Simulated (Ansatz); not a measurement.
**C2H8GeSi: up Jacob's ladder to CCSD(T)**

An exercise on one series of results from a longer session: the logs are not shown, and one member is left open.

Program: Ansatz 0.2.0, Gaussian basis. Level of theory: functionals in def2-TZVPP, the program's frozen cores in correlated methods. These are calculated values, not measurements.

Levels to be run: PBE-D4, r2SCAN-D4, PBE0-D4, B3LYP-D4, ωB97X-V, ωB97M-V, B2PLYP; CCSD(T)/def2-TZVPP; MP2/def2-QZVPP; extrapolation to the limit.

### The relaxed structure

The geometry comes from an earlier relaxation with PBE0-D4 in a triple-zeta def2 set; it is a stationary point, not always the lowest conformer.

12 atoms, charge 0, spin multiplicity 1.

Atoms are counted from 1 here; the program's logs count them from 0.

Bond lengths: C1–Si2 1.865 Å, C1–H5 1.092 Å, C1–H6 1.093 Å, C1–H7 1.092 Å, Si2–C3 1.874 Å, Si2–Ge4 2.299 Å, Si2–H8 1.485 Å, C3–Ge4 2.018 Å, C3–H9 1.088 Å, C3–H10 1.087 Å, Ge4–H11 1.532 Å, Ge4–H12 1.530 Å. Angles: Si2–C1–H5 110.4°, Si2–C1–H6 110.4°, Si2–C1–H7 110.9°, H5–C1–H6 108.4°, H5–C1–H7 108.3°, H6–C1–H7 108.4°, C1–Si2–C3 118.5°, C1–Si2–Ge4 122.8°, C1–Si2–H8 113.6°, C3–Si2–Ge4 56.7°, C3–Si2–H8 115.2°, Ge4–Si2–H8 118.0°, Si2–C3–Ge4 72.3°, Si2–C3–H9 118.0°, Si2–C3–H10 118.7°, Ge4–C3–H9 114.8°, Ge4–C3–H10 116.0°, H9–C3–H10 111.7° and more.

Set-up of the first run:

Input file in.yaml:

```yaml
crystal:
  periodic: [false, false, false]
  atoms:
    - {symbol: C, position_ang: [-1.036285, 1.556301, -0.627679]}
    - {symbol: Si, position_ang: [-0.585180, 0.124131, 0.478967]}
    - {symbol: C, position_ang: [1.228149, -0.274062, 0.733306]}
    - {symbol: Ge, position_ang: [0.406446, -1.794274, -0.308131]}
    - {symbol: H, position_ang: [-0.399687, 1.566773, -1.514523]}
    - {symbol: H, position_ang: [-0.904494, 2.503584, -0.097959]}
    - {symbol: H, position_ang: [-2.075841, 1.484718, -0.953445]}
    - {symbol: H, position_ang: [-1.431215, 0.022861, 1.695119]}
    - {symbol: H, position_ang: [1.962070, 0.311568, 0.184048]}
    - {symbol: H, position_ang: [1.574847, -0.515103, 1.734816]}
    - {symbol: H, position_ang: [0.956136, -1.913875, -1.732647]}
    - {symbol: H, position_ang: [0.382054, -3.127921, 0.442028]}
basis:
  gaussian: {orbitals: def2-TZVPP}
hamiltonian: {xc: pbe, dispersion: d4}
output: {forces: true, orbitals: {seedname: orbitals}}
```

The run is started by

```console
ansatz run in.yaml --threads 4 --pin off --events-out ev --progress --plain --max-ram 10444MiB
```

Among the steps run: PBE-D4 (GGA); r2SCAN-D4 (meta-GGA); PBE0-D4 (hybrid); B3LYP-D4 (hybrid); ωB97X-V (range-separated); ωB97M-V (range-separated); B2PLYP (double hybrid); CCSD(T) in def2-TZVPP; MP2 in def2-QZVPP.

One table of the session follows, with a row left open; its other results are not shown here.

It belongs to the step «Atomisation energies». 

| method | atomisation energy (kJ/mol) |
| --- | --- |
| PBE-D4 | 4055.8 |
| r2SCAN-D4 | 4046.3 |
| PBE0-D4 | 4027.9 |
| B3LYP-D4 | 4014.2 |
| ωB97X-V | 4048.0 |
| ωB97M-V | 4025.3 |
| B2PLYP | 3973.6 |
| HF/def2-TZVPP | 2996.5 |
| MP2/def2-TZVPP | 3954.8 |
| CCSD/def2-TZVPP | 3898.9 |
| CCSD(T)/def2-TZVPP | ? |
| MP2/CBS | 4043.7 |
| CCSD(T)/CBS | 4038.0 |

Estimate the missing values for CCSD(T)/def2-TZVPP.

As computed: atomisation energy (kJ/mol): 3949.1. In the column «atomisation energy (kJ/mol)» it lies between CCSD/def2-TZVPP (3898.9) and MP2/def2-TZVPP (3954.8).
